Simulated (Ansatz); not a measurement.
**C4H9ClO (2-chloroethyl ethyl ether) at HF/STO-3G**

Aim: the electronic atomisation energy of C4H9ClO (2-chloroethyl ethyl ether) at HF/STO-3G, from 5 runs. 

Program for the calculation: Ansatz 0.2.0.

45 further runs of the same task are left out: 45 set aside as unsound or not needed.

## 1. The system as given

C4H9ClO: 15 atoms, total charge 0, spin state singlet. SMILES: `CCOCCCl`. Geometry: relaxed at PBE0-D4/def2-TZVP. This is one conformer, not always the lowest.

Bond lengths: C1–C2 1.507 Å, C2–O3 1.411 Å, O3–C4 1.402 Å, C4–C5 1.517 Å, C5–Cl6 1.780 Å, C1–H7 1.092 Å, C1–H8 1.092 Å, C1–H9 1.092 Å, C2–H10 1.099 Å, C2–H11 1.100 Å, C4–H12 1.098 Å, C4–H13 1.092 Å, C5–H14 1.089 Å, C5–H15 1.089 Å. Some angles: C1–C2–O3 108.5°, C2–O3–C4 114.3°, O3–C4–C5 111.3°, C4–C5–Cl6 109.9°, C1–C2–H10 110.2°, C1–C2–H11 110.7°, O3–C2–H10 110.9°, O3–C2–H11 109.5°, C2–C1–H7 110.6°, C2–C1–H8 110.5°.

## 2. The energy at HF/STO-3G

File job.yaml:

```yaml
crystal:
  periodic: [false, false, false]
  atoms:
    - {symbol: C, position_ang: [0.446910, -2.343120, -0.072080]}
    - {symbol: C, position_ang: [0.664010, -0.853380, -0.015630]}
    - {symbol: O, position_ang: [-0.448870, -0.216840, -0.605540]}
    - {symbol: C, position_ang: [-0.352230, 1.181190, -0.659050]}
    - {symbol: C, position_ang: [-0.804940, 1.814990, 0.643150]}
    - {symbol: Cl, position_ang: [-0.701940, 3.587860, 0.523300]}
    - {symbol: H, position_ang: [-0.452990, -2.621690, 0.479450]}
    - {symbol: H, position_ang: [0.331820, -2.674280, -1.105750]}
    - {symbol: H, position_ang: [1.298130, -2.867000, 0.367880]}
    - {symbol: H, position_ang: [0.793480, -0.528730, 1.026570]}
    - {symbol: H, position_ang: [1.577870, -0.572640, -0.559900]}
    - {symbol: H, position_ang: [0.671920, 1.501350, -0.892950]}
    - {symbol: H, position_ang: [-1.001940, 1.520450, -1.469010]}
    - {symbol: H, position_ang: [-0.179950, 1.514470, 1.482950]}
    - {symbol: H, position_ang: [-1.841280, 1.557350, 0.856610]}
basis:
  gaussian: {orbitals: STO-3G}
hamiltonian: {xc: hf}
accuracy: high
output: {orbitals: {seedname: orbitals}}
```

The run is started by

```sh
$ ansatz run job.yaml --threads 1 --pin off --max-ram 3480MiB --events-out events.jsonl --progress --plain --runs-dir runs
```

The log of the run:

```text
Warning: RAYON_NUM_THREADS=1 ignored (pool sized by the plan → 1); use --threads N
Functional definition: HF
  name "HF"
  exchange = exact_x
  correlation = 0
924 factors; integrals over basis functions are off by at most 2.3e-8 eV
mean field evaluation 1: about -18590.0116 eV, gradient 2.8e1 eV
mean field evaluation 2: about -18590.4167 eV, gradient 2.8e1 eV
mean field evaluation 4: about -18593.3268 eV, gradient 1.7e0 eV
mean field evaluation 8: about -18593.3396 eV, gradient 1.8e-4 eV
mean field -18593.33961463 eV, -683.2926278194 hartree, gradient 2.0e-8 eV, S^2 0.000000; 0 other end points of the search recorded, 0 dependent functions left out
reference -18593.33961463 eV, -683.2926278194 hartree; 29, 29 occupied and 14, 14 virtual orbitals, 924 factors
Total energy: -18593.33961463 eV, -683.2926278194 hartree
```

Run time: 0.58 s. Hardware: 1 thread of Arm Neoverse V2, shared host; peak memory 0.099 GiB.

## 3. The C atom

File input.yaml:

```yaml
crystal:
  periodic: [false, false, false]
  atoms:
    - {symbol: C, position_ang: [0.000000, 0.000000, 0.000000]}
basis:
  gaussian:
    orbitals: STO-3G
hamiltonian:
  xc: hf
total_charge: 0
magnetization:
  spin_polarized: true
  initial_magnetization: 2
accuracy: high
```

The run is started by

```sh
$ ansatz run input.yaml --threads 1 --pin off --max-ram 3480MiB --events-out events.jsonl --progress --plain --runs-dir runs
```

The log of the run:

```text
Warning: RAYON_NUM_THREADS=1 ignored (pool sized by the plan → 1); use --threads N
Functional definition: HF
  name "HF"
  exchange = exact_x
  correlation = 0
15 factors; integrals over basis functions are off by at most 9.8e-10 eV
mean field evaluation 1: about -1012.2198 eV, gradient 0.0e0 eV
mean field evaluation 2: about -1012.2198 eV, gradient 0.0e0 eV
mean field -1012.21982732 eV, -37.1983925466 hartree, gradient 0.0e0 eV, S^2 2.000000; 2 other end points of the search recorded, 0 dependent functions left out
reference -1012.21982732 eV, -37.1983925466 hartree; 4, 2 occupied and 1, 3 virtual orbitals, 15 factors
Total energy: -1012.21982732 eV, -37.1983925466 hartree
```

Run time: 0.02 s. Hardware: 1 thread of Arm Neoverse V2, shared host.

## 4. The Cl atom at the same level

File in.yaml:

```yaml
crystal:
  periodic: [false, false, false]
  atoms:
    - {symbol: Cl, position_ang: [0.000000, 0.000000, 0.000000]}
basis:
  gaussian:
    orbitals: STO-3G
magnetization:
  spin_polarized: true
  initial_magnetization: 1
hamiltonian:
  xc: hf
accuracy: high
```

Run the same way, it converges to -454.54219 Eh (log not shown).

## 5. The H atom, same level

File input.yaml:

```yaml
basis:
  gaussian: {orbitals: STO-3G}
crystal:
  periodic: [false, false, false]
  atoms:
    - {symbol: H, position_ang: [0.000000, 0.000000, 0.000000]}
magnetization: {spin_polarized: true, initial_magnetization: 1}
hamiltonian: {xc: hf}
accuracy: high
```

Run the same way, it converges to -0.46658 Eh (log not shown).

## 6. The O atom

File in.yaml:

```yaml
crystal:
  periodic: [false, false, false]
  atoms:
    - {symbol: O, position_ang: [0.000000, 0.000000, 0.000000]}
basis:
  gaussian: {orbitals: STO-3G}
magnetization: {spin_polarized: true, initial_magnetization: 2}
hamiltonian: {xc: hf}
accuracy: high
```

Run the same way, it converges to -73.80415 Eh (log not shown).

## 7. What came out

At HF/STO-3G:

| quantity | value |
| --- | --- |
| molecule: total energy | -683.29263 Eh |
| molecule: HOMO energy | -9.22 eV |
| molecule: LUMO energy | 9.94 eV |
| molecule: HOMO–LUMO gap | 19.16 eV |
| C atom: total energy | -37.19839 Eh |
| C atom: ⟨S²⟩ | 2.000 |
| Cl atom: total energy | -454.54219 Eh |
| Cl atom: ⟨S²⟩ | 0.750 |
| H atom: total energy | -0.46658 Eh |
| H atom: ⟨S²⟩ | 0.750 |
| O atom: total energy | -73.80415 Eh |
| O atom: ⟨S²⟩ | 2.000 |
| electronic atomisation energy | 53.157 eV |

Taking the molecule apart into free atoms costs 53.16 eV (1226 kcal/mol), before zero-point energy and without spin-orbit coupling. Hartree–Fock lacks the correlation of the bonding pairs, which as a rule makes this value much too low; in minimal bases other errors can mask that. In a minimal basis such a difference can be off by several eV, whatever the method.
